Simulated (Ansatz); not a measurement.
AlRu, space group Pm-3m, a convergence test of the plane-wave cutoff

Program: Ansatz 0.2.0 through its Python package.

Input file `alru.xyz`:
```text
2
Lattice="2.9916 0.0 0.0 0.0 2.9916 0.0 0.0 0.0 2.9916" Properties=species:S:1:pos:R:3 pbc="T T T"
Al    0.00000000    0.00000000    0.00000000
Ru    1.49580000    1.49580000    1.49580000
```

Interactive session:
```pycon
>>> import ansatz as az
>>> import pandas as pd
>>> SETTINGS = {
...     "xc": "pbesol",
...     "kgrid": (11, 11, 11),
...     "filling": "fermi_dirac",
... }
>>> system = az.Crystal.from_extxyz("alru.xyz")
>>> system.resolved().sites[-1]
Site(symbol='Ru', position=(0.5, 0.5, 0.5), moment=None, axis=None, held=None, saved=None)
>>> calc = system.calculation()
>>> calc = calc.functional(SETTINGS["xc"])
>>> calc = calc.kpoints(*SETTINGS["kgrid"])
>>> calc = calc.occupations(SETTINGS["filling"])
>>> rows = []
>>> for value in [250, 325, 400, 475, 550]:
...     data = calc.basis(value).run(threads=1, backend="cpu").report
...     rows.append((value, data["free_energy_ev"] / len(data["lattice"]["sites"]), data["n_iterations"], data["n_pw"]))
...
DeckWarning: basis.ecutwfc = 250 eV is below the records' recommended 420 eV, and the density's cutoff is lower with it unless basis.ecutrho_ratio is high enough to keep the records' density cutoff: compare with a run at a higher cutoff
DeckWarning: basis.ecutwfc = 325 eV is below the records' recommended 420 eV, and the density's cutoff is lower with it unless basis.ecutrho_ratio is high enough to keep the records' density cutoff: compare with a run at a higher cutoff
DeckWarning: basis.ecutwfc = 400 eV is below the records' recommended 420 eV, and the density's cutoff is lower with it unless basis.ecutrho_ratio is high enough to keep the records' density cutoff: compare with a run at a higher cutoff
>>> table = pd.DataFrame(rows, columns=["cutoff (eV)", "F/atom (eV)", "iterations", "plane waves"])
>>> table.round(5)
   cutoff (eV)  F/atom (eV)  iterations  plane waves
0          250  -3170.33000           6          251
1          325  -3171.12956           6          365
2          400  -3171.16053           6          461
3          475  -3171.16158           6          619
4          550  -3171.16199           6          751
>>> # differences from the last row
>>> for row in rows[:-1]:
...     shift = 1000 * (row[1] - rows[-1][1])
...     print(f"{row[0]}: {shift:+.2f} meV/atom" + ("  (within 1 meV)" if abs(shift) < 1 else ""))
...
250: +831.98 meV/atom
325: +32.43 meV/atom
400: +1.46 meV/atom
475: +0.40 meV/atom  (within 1 meV)
```

From 475 eV on it stays within 1 meV an atom of the value at 550 eV; the first row (250 eV) is off by 832.0 meV and the last but one by 0.40 meV. The energy falls steadily, as expected when plane waves are added.

Caveats:
- The structure is a deposited one; some such entries were measured under pressure or heat, so a shift against it needn't be the functional's error alone.
- Warnings are shown shortened and without file and line.
- Shifts are counted from the last row, which is itself no proven limit.
- Wall time of the script: 4.8 s on 1 thread of Arm Neoverse V2, on a shared host, peak memory 0.4 GiB.
